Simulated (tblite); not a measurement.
# C3H8GeN2Si: the cost of one run

Programs: tblite 0.8.0 and PySCF 2.14.0, with density-fitted response routines of our own. Each step states its level of theory. These are calculated values for one molecule in the gas phase, unless marked as measured. Atoms count from 0, in the outputs and in this text.

**1. The molecule as given**

15 atoms, charge 0, multiplicity 1; geometry from: force field or distance geometry start.

Bonds of the start (Å): N0–C1 1.18, C1–C2 1.43, C2–C3 1.32, C3–N4 1.43, N4–Si5 1.80, N4–Ge6 1.86, C2–H7 1.09, C3–H8 1.09, Si5–H9 1.49, Si5–H10 1.48, Si5–H11 1.46, Ge6–H12 1.56, Ge6–H13 1.54, Ge6–H14 1.54.

**2. Optimising the geometry with GFN2-xTB**

What the job is given:

```
{"job": {"kind": "relax", "xc": "GFN2-xTB", "basis": "xTB"}, "charge": 0, "multiplicity": 1}
N      4.195300     0.153300    -1.094100
C      3.128400     0.193400    -0.598800
C      1.833100     0.225700     0.015900
C      0.747600    -0.122400    -0.644000
N     -0.561300    -0.103300    -0.061700
Si    -1.889000    -1.034800    -0.835600
Ge    -0.811800     0.934000     1.464300
H      1.789300     0.581700     1.043800
H      0.804000    -0.484500    -1.675400
H     -2.438500    -2.046200     0.112800
H     -1.366700    -1.820700    -1.979700
H     -2.934200    -0.170100    -1.379700
H      0.335400     1.992200     1.466800
H     -2.201100     1.585200     1.382800
H     -0.635000     0.124500     2.760700
```

Launch:

```bash
$ OMP_NUM_THREADS=1 python probes_run.py task.json out
```

The driver reads the jobs from task.json and runs them one after another.

**Question.** How long does this first job take on 1 thread of Intel Xeon at 2.50GHz, shared host, and how much memory does it need?

About 1.8 s, with a peak of 0.18 GiB.
